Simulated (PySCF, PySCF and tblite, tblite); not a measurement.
# C5H13Si+: a path driven as a shift of bonds, and NMR exchange, part 2 of 2

PySCF and tblite. Atoms count from 0.

## 10. Shieldings, start: PBE0/pcSseg-1 in cyclohexane

Job settings and geometry (Å):

```
{"job": {"kind": "nmr", "xc": "PBE0", "basis": "pcSseg-1", "solvent": "cyclohexane", "pop": false}, "charge": 1, "multiplicity": 1}
C     -1.706527    -1.139746     0.196294
C     -0.752232    -0.034179    -0.024108
C     -1.140977     1.313956     0.436579
C      0.473661    -0.252103    -0.682397
C      1.279387     0.883683    -1.283724
Si     1.494043    -0.900523     0.957239
H     -1.982666    -1.214646     1.261584
H     -1.360344    -2.109950    -0.180624
H     -2.645039    -0.868989    -0.323408
H     -0.284552     1.927931     0.747274
H     -1.910310     1.293999     1.218726
H     -1.573754     1.828022    -0.445558
H      0.501741    -1.201326    -1.245115
H      1.518396     1.678100    -0.560754
H      2.225521     0.508788    -1.695454
H      0.713936     1.344163    -2.109482
H      2.816102    -1.143254     0.329164
H      0.832782    -2.125616     1.466790
H      1.491028     0.220939     1.929512
```

The log of the run:

```text
coarse grid: 15120 points
cycle   1  E = -487.1329330085  dE =  4.821e-01  |g| = 3.722e-01  |ddm| = 3.640e+00
cycle   2  E = -487.1297509672  dE =  3.182e-03  |g| = 4.003e-01  |ddm| = 7.772e-01
cycle   3  E = -487.1668833459  dE = -3.713e-02  |g| = 5.436e-02  |ddm| = 3.587e-01
cycle   4  E = -487.1674760412  dE = -5.927e-04  |g| = 2.577e-02  |ddm| = 7.053e-02
cycle   5  E = -487.1676532803  dE = -1.772e-04  |g| = 4.806e-03  |ddm| = 2.731e-02
cycle   6  E = -487.1676582605  dE = -4.980e-06  |g| = 1.291e-03  |ddm| = 4.639e-03
final grid: 137808 points
cycle   7  E = -487.2027096065  dE = -3.838e-05  |g| = 6.796e-03  |ddm| = 3.129e-02
cycle   8  E = -487.2027079164  dE =  1.690e-06  |g| = 7.237e-03  |ddm| = 1.107e-02
cycle   9  E = -487.2027214391  dE = -1.352e-05  |g| = 5.323e-04  |ddm| = 5.964e-03
cycle  10  E = -487.2027214984  dE = -5.934e-08  |g| = 2.261e-04  |ddm| = 6.959e-04
cycle  11  E = -487.2027215107  dE = -1.234e-08  |g| = 4.930e-05  |ddm| = 1.999e-04
cycle  12  E = -487.2027215112  dE = -5.106e-10  |g| = 1.707e-05  |ddm| = 5.923e-05
converged SCF energy = -487.2027215112

GIAO shielding tensors (ppm)
atom      isotropic    diamagn.    paramagn.     s11        s22        s33       span
  0 C      143.136     249.687    -106.551    116.081    140.122    173.204     57.123
  1 C      -90.042     268.221    -358.263   -243.990   -182.708    156.570    400.560
  2 C      150.311     250.227     -99.915    119.703    162.095    169.136     49.433
  3 C       95.730     260.586    -164.856     32.866    112.116    142.208    109.342
  4 C      166.957     248.125     -81.168    155.629    160.536    184.707     29.078
  5 Si     358.483     880.665    -522.182    293.800    345.172    436.478    142.678
  6 H       27.939      28.978      -1.039     25.334     26.229     32.255      6.921
  7 H       28.298      30.644      -2.345     24.718     27.928     32.250      7.532
  8 H       27.839      27.824       0.015     24.283     26.111     33.124      8.842
  9 H       28.025      31.259      -3.234     24.169     28.642     31.264      7.095
 10 H       28.064      29.527      -1.463     24.365     27.453     32.373      8.008
 11 H       28.561      28.633      -0.072     24.261     26.695     34.727     10.466
 12 H       25.847      33.912      -8.065     22.823     26.331     28.386      5.563
 13 H       29.333      30.554      -1.221     26.016     28.171     33.810      7.794
 14 H       29.147      28.794       0.353     24.558     27.148     35.734     11.176
 15 H       29.259      29.373      -0.114     24.613     26.370     36.795     12.182
 16 H       26.244      28.758      -2.514     22.995     24.785     30.952      7.957
 17 H       26.800      29.580      -2.780     23.030     25.844     31.526      8.497
 18 H       27.120      29.750      -2.630     23.783     26.339     31.238      7.455
```

Run time: 22 s. Hardware: 1 thread of Arm Neoverse V1, shared host; peak memory 1 GiB.

Key values: HOMO -11.49 eV, LUMO -5.12 eV.

## 11. Shieldings, saddle of leg 1: PBE0/pcSseg-1 in cyclohexane

Job settings and geometry (Å):

```
{"job": {"kind": "nmr", "xc": "PBE0", "basis": "pcSseg-1", "solvent": "cyclohexane", "pop": false}, "charge": 1, "multiplicity": 1}
C     -1.907004    -0.710950    -0.700095
C     -0.870564    -0.310491     0.169362
C     -1.223934     1.143770     0.710792
C      0.558774    -0.518980    -0.320442
C      0.998631     0.523092    -1.345496
Si     1.808966    -0.658744     1.141400
H     -1.111123    -0.898742     1.097959
H     -1.732298    -0.968933    -1.756885
H     -2.942011    -0.795741    -0.337252
H     -0.451233     1.369520     1.458817
H     -2.212675     1.183140     1.185727
H     -1.171063     1.868514    -0.109854
H      0.593891    -1.520134    -0.788595
H      1.113621     1.526277    -0.907565
H      1.966187     0.248444    -1.788947
H      0.277005     0.604236    -2.180034
H      3.091938    -1.144740     0.569371
H      1.244162    -1.623299     2.130739
H      1.968731     0.683761     1.770997
```

The log of the run:

```text
coarse grid: 15120 points
cycle   1  E = -487.0453828693  dE =  4.349e-01  |g| = 3.810e-01  |ddm| = 3.591e+00
cycle   2  E = -486.9879265512  dE =  5.746e-02  |g| = 5.984e-01  |ddm| = 9.233e-01
cycle   3  E = -487.0870147728  dE = -9.909e-02  |g| = 7.658e-02  |ddm| = 5.536e-01
cycle   4  E = -487.0882852604  dE = -1.270e-03  |g| = 3.304e-02  |ddm| = 1.009e-01
cycle   5  E = -487.0885481797  dE = -2.629e-04  |g| = 7.316e-03  |ddm| = 3.329e-02
cycle   6  E = -487.0885608904  dE = -1.271e-05  |g| = 1.687e-03  |ddm| = 7.357e-03
cycle   7  E = -487.0885617457  dE = -8.553e-07  |g| = 5.145e-04  |ddm| = 2.396e-03
final grid: 137808 points
cycle   8  E = -487.1252750304  dE = -3.876e-05  |g| = 7.651e-03  |ddm| = 3.182e-02
cycle   9  E = -487.1252682611  dE =  6.769e-06  |g| = 9.225e-03  |ddm| = 1.433e-02
cycle  10  E = -487.1252902853  dE = -2.202e-05  |g| = 1.055e-03  |ddm| = 8.136e-03
cycle  11  E = -487.1252905536  dE = -2.683e-07  |g| = 2.796e-04  |ddm| = 1.026e-03
cycle  12  E = -487.1252905735  dE = -1.990e-08  |g| = 5.341e-05  |ddm| = 2.781e-04
cycle  13  E = -487.1252905742  dE = -7.193e-10  |g| = 1.885e-05  |ddm| = 7.644e-05
converged SCF energy = -487.1252905742

GIAO shielding tensors (ppm)
atom      isotropic    diamagn.    paramagn.     s11        s22        s33       span
  0 C     -161.538     256.713    -418.251   -401.815   -225.856    143.058    544.873
  1 C       87.231     256.854    -169.623     13.569     85.476    162.648    149.079
  2 C      154.762     249.154     -94.392    127.977    153.112    183.198     55.221
  3 C      160.054     252.623     -92.569    132.436    166.884    180.843     48.407
  4 C      165.179     248.365     -83.186    145.548    162.518    187.471     41.924
  5 Si     413.402     879.993    -466.591    386.861    395.166    458.179     71.318
  6 H       25.886      31.258      -5.372     20.483     26.394     30.781     10.297
  7 H       18.175      29.178     -11.004      4.506     22.259     27.759     23.254
  8 H       17.931      27.788      -9.857      4.841     22.726     26.226     21.385
  9 H       27.960      30.513      -2.553     23.356     28.616     31.909      8.553
 10 H       28.606      28.499       0.107     24.467     25.717     35.634     11.168
 11 H       29.003      30.154      -1.151     23.867     28.424     34.718     10.851
 12 H       28.932      33.438      -4.505     25.958     26.178     34.662      8.704
 13 H       29.563      30.886      -1.323     25.807     28.395     34.487      8.679
 14 H       29.390      29.212       0.178     24.803     26.986     36.382     11.579
 15 H       29.926      30.711      -0.785     25.658     26.968     37.154     11.496
 16 H       27.010      28.235      -1.226     23.450     25.137     32.442      8.992
 17 H       27.282      28.898      -1.616     23.903     25.251     32.692      8.789
 18 H       27.015      28.892      -1.878     23.699     25.969     31.377      7.678
```

It took 30 s on 1 thread of Arm Neoverse V1, shared host; peak memory 1 GiB.

Key values: HOMO -10.62 eV, LUMO -7.13 eV.

Orbitals, density, ELF and potential are computed afterwards from the orbital file.

Frontier orbitals at PBE0/pcSseg-1, with the share of their density that lies nearest to each atom:

| orbital | energy (eV) | lies on |
| --- | --- | --- |
| HOMO | -10.62 | C3 33 %; Si5 16 %; H15 11 % |
| LUMO | -7.13 | C0 55 %; H6, H7, H8 about 9 % each; C2 7 % |

ELF in a plane through or near 6 of the atoms.

Values, 10 rows by 14 columns:
```
0.00 0.00 0.00 0.00 0.00 0.00 0.00 0.00 0.00 0.00 0.00 0.00 0.00 0.00
0.00 0.00 0.00 0.00 0.01 0.04 0.00 0.00 0.00 0.00 0.00 0.00 0.00 0.00
0.00 0.00 0.00 0.05 0.96 1.00 0.59 0.00 0.01 0.00 0.00 0.00 0.00 0.00
0.00 0.00 0.02 0.16 0.97 1.00 0.35 0.65 0.99 0.07 0.00 0.00 0.00 0.00
0.00 0.01 0.93 0.96 0.36 0.34 0.16 0.52 0.80 0.18 0.98 0.83 0.00 0.00
0.00 0.02 0.98 1.00 0.47 0.35 0.88 0.28 0.72 0.21 0.99 0.94 0.00 0.00
0.00 0.00 0.03 0.18 0.01 0.35 0.95 0.24 0.74 1.00 0.37 0.01 0.00 0.00
0.00 0.00 0.00 0.00 0.00 0.00 0.01 0.00 0.28 0.98 0.22 0.00 0.00 0.00
0.00 0.00 0.00 0.00 0.00 0.00 0.00 0.00 0.00 0.00 0.00 0.00 0.00 0.00
0.00 0.00 0.00 0.00 0.00 0.00 0.00 0.00 0.00 0.00 0.00 0.00 0.00 0.00
```
The map spans 11.7 Å across and 9.6 Å up, centred on the molecule. Atoms in the plane (x, y in Å): C0 (1.9, -0.4), H6 (0.8, 1.3), H7 (1.8, -1.5), H8 (2.8, 0.1), H12 (-0.7, -0.8), H17 (-1.7, 2.0).

On the surface of density 0.002 e/bohr³ the electrostatic potential runs, from the 1st to the 99th percentile, from 2.88 to 6.96 V.

## 12. Shieldings, end: PBE0/pcSseg-1 in cyclohexane

Job settings and geometry (Å):

```
{"job": {"kind": "nmr", "xc": "PBE0", "basis": "pcSseg-1", "solvent": "cyclohexane", "pop": false}, "charge": 1, "multiplicity": 1}
C     -1.345666    -0.782468    -0.630131
C     -0.985056    -0.104410     0.571940
C     -1.143072     1.371862     0.741376
C      0.233351    -0.592201    -0.500587
C      0.873308     0.400753    -1.464493
Si     1.473294    -0.737319     1.091293
H     -1.005812    -0.698122     1.495106
H     -1.742651    -0.199072    -1.465208
H     -1.673004    -1.823539    -0.586156
H     -0.392327     1.805786     1.415594
H     -2.129074     1.528978     1.208045
H     -1.139884     1.909264    -0.215485
H      0.518200    -1.651990    -0.642285
H      1.052150     1.380632    -0.997231
H      1.847950     0.015578    -1.796429
H      0.257953     0.555705    -2.361153
H      2.758040    -0.971266     0.390106
H      1.010382    -1.906393     1.877993
H      1.452315     0.539554     1.842833
```

The log of the run:

```text
coarse grid: 15120 points
cycle   1  E = -487.1010303261  dE =  6.248e-01  |g| = 3.364e-01  |ddm| = 3.627e+00
cycle   2  E = -487.1019086530  dE = -8.783e-04  |g| = 3.426e-01  |ddm| = 7.068e-01
cycle   3  E = -487.1303016805  dE = -2.839e-02  |g| = 3.667e-02  |ddm| = 3.315e-01
cycle   4  E = -487.1305406132  dE = -2.389e-04  |g| = 1.819e-02  |ddm| = 3.860e-02
cycle   5  E = -487.1306152951  dE = -7.468e-05  |g| = 4.302e-03  |ddm| = 1.750e-02
cycle   6  E = -487.1306197657  dE = -4.471e-06  |g| = 7.697e-04  |ddm| = 5.111e-03
final grid: 137808 points
cycle   7  E = -487.1672276935  dE = -4.918e-05  |g| = 7.975e-03  |ddm| = 3.594e-02
cycle   8  E = -487.1672221091  dE =  5.584e-06  |g| = 9.247e-03  |ddm| = 1.410e-02
cycle   9  E = -487.1672440944  dE = -2.199e-05  |g| = 8.083e-04  |ddm| = 7.933e-03
cycle  10  E = -487.1672442345  dE = -1.401e-07  |g| = 2.220e-04  |ddm| = 8.999e-04
cycle  11  E = -487.1672442453  dE = -1.083e-08  |g| = 6.261e-05  |ddm| = 2.043e-04
cycle  12  E = -487.1672442463  dE = -9.333e-10  |g| = 1.415e-05  |ddm| = 8.327e-05
converged SCF energy = -487.1672442463

GIAO shielding tensors (ppm)
atom      isotropic    diamagn.    paramagn.     s11        s22        s33       span
  0 C      126.873     255.191    -128.318     92.323    127.390    160.906     68.583
  1 C      105.745     257.234    -151.489     48.073    102.233    166.929    118.856
  2 C      168.232     247.229     -78.998    155.913    161.830    186.952     31.039
  3 C      202.105     264.619     -62.514    141.350    192.074    272.891    131.541
  4 C      172.360     247.542     -75.182    152.260    168.783    196.036     43.776
  5 Si     360.383     880.122    -519.739    312.689    333.198    435.261    122.572
  6 H       27.299      32.972      -5.673     22.490     25.534     33.873     11.383
  7 H       28.146      31.478      -3.333     24.073     25.894     34.470     10.398
  8 H       27.816      30.725      -2.910     22.798     23.809     36.840     14.042
  9 H       29.241      29.639      -0.398     24.235     27.979     35.508     11.273
 10 H       28.731      26.869       1.862     24.005     25.279     36.909     12.904
 11 H       30.107      30.031       0.076     25.111     28.856     36.355     11.244
 12 H       29.492      32.687      -3.194     21.855     26.032     40.590     18.734
 13 H       30.142      30.792      -0.650     25.173     28.598     36.654     11.481
 14 H       29.525      29.275       0.250     24.266     26.668     37.640     13.374
 15 H       29.895      29.599       0.295     23.493     27.551     38.640     15.147
 16 H       26.210      28.764      -2.554     22.074     24.516     32.040      9.967
 17 H       26.318      29.153      -2.835     22.519     23.782     32.654     10.135
 18 H       26.370      29.608      -3.237     22.244     26.198     30.669      8.425
```

Wall time 22 s (1 thread of Arm Neoverse V1, shared host); peak memory 0.91 GiB.

This run: HOMO -11.80 eV, LUMO -3.37 eV.

## 13. The path in numbers

Job settings and geometry (Å):

```
{"job": {"smiles": "C[C+](C)C(C)[SiH3]", "charge": 1, "mult": 1, "motion": "shift", "what": "1,2-shift in a cation", "atoms": [6, 0, 1], "drives": [{"terms": [["d", [6, 0], 1], ["d", [6, 1], -1]], "neg": true, "n": 14}], "study": "path", "level": {"kind": "nmr", "xc": "PBE0", "basis": "pcSseg-1", "solvent": "cyclohexane"}, "fields": [60, 400, 900], "first": 2, "seed": 973, "refine": {"xc": "PBE0", "basis": "def2-SVP"}, "kind": "path"}, "charge": 1, "multiplicity": 1}
C     -1.717323    -1.127888     0.196441
C     -0.757100    -0.035569    -0.035611
C     -1.148643     1.313548     0.407868
C      0.465344    -0.266112    -0.664332
C      1.247574     0.876959    -1.264203
Si     1.569072    -0.919984     0.987199
H     -1.980877    -1.197902     1.252729
H     -1.361151    -2.090940    -0.159126
H     -2.648604    -0.890105    -0.323185
H     -0.319576     1.854471     0.860884
H     -1.992560     1.292798     1.091685
H     -1.438587     1.896922    -0.470907
H      0.498398    -1.172491    -1.265478
H      1.471654     1.658475    -0.542109
H      2.182876     0.522866    -1.687691
H      0.670431     1.329705    -2.070398
H      2.828924    -1.185077     0.306053
H      0.853512    -2.085310     1.493015
H      1.566830     0.234883     1.879705
```

The log of the run:

```text
stationary points (kcal/mol above the start)
  n  kind          group   xTB      DFT    lowest mode
  0  minimum      C1       0.00     0.00      98.8
  1  saddle       C1      52.96    48.70    -298.4
  2  minimum      C1      19.98    22.09      53.4

GFN2-xTB energies: T/K, barrier G, reaction G (kcal/mol), k forward, k back (1/s)
 150.00    51.63    20.51   1.89e-63   1.46e-33
 200.00    51.75    20.54   1.18e-44   3.27e-22
 250.00    51.89    20.58   2.25e-33   2.19e-15
 298.15    52.05    20.63   4.35e-26   5.79e-11
 350.00    52.24    20.70   1.76e-20   1.49e-07
 400.00    52.42    20.78    1.9e-16    4.3e-05
 500.00    52.81    20.96   8.58e-11      0.124

PBE0-D3(BJ)/def2-SVP energies: T/K, barrier G, reaction G (kcal/mol), k forward, k back (1/s)
 150.00    50.85    22.16   2.56e-62   4.92e-30
 200.00    50.97    22.18   8.37e-44   1.45e-19
 250.00    51.12    22.22   1.08e-32   2.87e-13
 298.15    51.27    22.28   1.62e-25   3.44e-09
 350.00    51.46    22.35   5.39e-20   4.85e-06
 400.00    51.64    22.42   5.06e-16   0.000905
 500.00    52.04    22.60   1.88e-10       1.42

PBE0/pcSseg-1 + D3(BJ), IEF-PCM cyclohexane energies: T/K, barrier G, reaction G (kcal/mol), k forward, k back (1/s)
 150.00    47.36    22.62   3.07e-57   2.82e-24
 200.00    47.49    22.65   5.39e-40   3.01e-15
 250.00    47.63    22.69    1.2e-29   8.17e-10
 298.15    47.79    22.74    5.8e-23   2.72e-06
 350.00    47.97    22.81    8.1e-18    0.00142
 400.00    48.16    22.89   4.06e-14      0.131
 500.00    48.55    23.07   6.26e-09       75.7
```

Run time: 17 min. Hardware: 1 thread of Arm Neoverse V1, shared host; peak memory 1 GiB. This counts the whole study up to here.

Barriers by level (kcal/mol; entropies in cal/(mol K)). Zero-point and thermal terms come from xTB in every row. ΔG‡ leaves symmetry out; the rate counts one path; effective ΔG‡, where given, is the barrier that would give that rate by Eyring's equation alone:

| level | ΔE‡ | with zero-point | ΔH‡ | ΔS‡ | ΔG‡ (298 K) | ΔE of reaction | k at 298 K (1/s) | effective ΔG‡ |
| --- | --- | --- | --- | --- | --- | --- | --- | --- |
| GFN2-xTB | 52.96 | 51.49 | 50.99 | -3.6 | 52.05 | 19.98 | 4.3e-26 | 52.05 |
| PBE0-D3(BJ)/def2-SVP | 52.18 | 50.71 | 50.22 | -3.6 | 51.27 | 21.62 | 1.6e-25 | 51.27 |
| PBE0/pcSseg-1 + D3(BJ), IEF-PCM cyclohexane | 48.70 | 47.23 | 46.73 | -3.6 | 47.79 | 22.09 | 5.8e-23 | 47.79 |

Sites that the driver pairs across this motion, and where their lines would merge (no couplings; faster rotations or exchange between molecules can average them sooner):

| nucleus | sites: shielding (ppm) | proton frequency (MHz) | spread (Hz) | coalescence (K) | lines at 298 K |
| --- | --- | --- | --- | --- | --- |
| 13C | C1: -90.0; C1 (end): 105.7 | 900 | 44317 | not given | – |
| 13C | C3: 95.7; C3 (end): 202.1 | 900 | 24078 | not given | – |
| 13C | C2: 150.3; C2 (end): 168.2 | 900 | 4056 | not given | – |
| 13C | C0: 143.1; C0 (end): 126.9 | 900 | 3681 | not given | – |
| 1H | H12: 25.85; H12 (end): 29.49 | 900 | 3281 | not given | – |
| 13C | C4: 167.0; C4 (end): 172.4 | 900 | 1223 | not given | – |
| 1H | H9, H10, H11: 28.22; H9, H10, H11 (end): 29.36 | 900 | 1029 | not given | – |
| 1H | H6, H7, H8: 28.03; H6 (end): 27.30; H7 (end): 28.15; H8 (end): 27.82 | 900 | 762 | not given | – |

A dash: the driver gave no coalescence for this row (it judged the minor form too scarce).

Rows that set an atom against itself at the end compare its shielding in the two forms.

## 14. Results

This closing draws on all 2 parts.

```
                                             quantity                               value
barrier (PBE0/pcSseg-1 + D3(BJ), IEF-PCM cyclohexane)  ΔE‡ 48.7, ΔG‡(298 K) 47.8 kcal/mol
                                   barrier (GFN2-xTB)                   ΔE‡ 53.0 kcal/mol
                                        rate at 298 K                         5.8e-23 s⁻¹
                                      end of the path        22.1 kcal/mol from the start
```

What this shows: DFT puts the top 48.7 kcal/mol above the start (xTB: 53.0); the rate from the DFT barrier is 5.8e-23 s⁻¹ at 298 K. An error of 1.4 kcal/mol changes that rate tenfold.
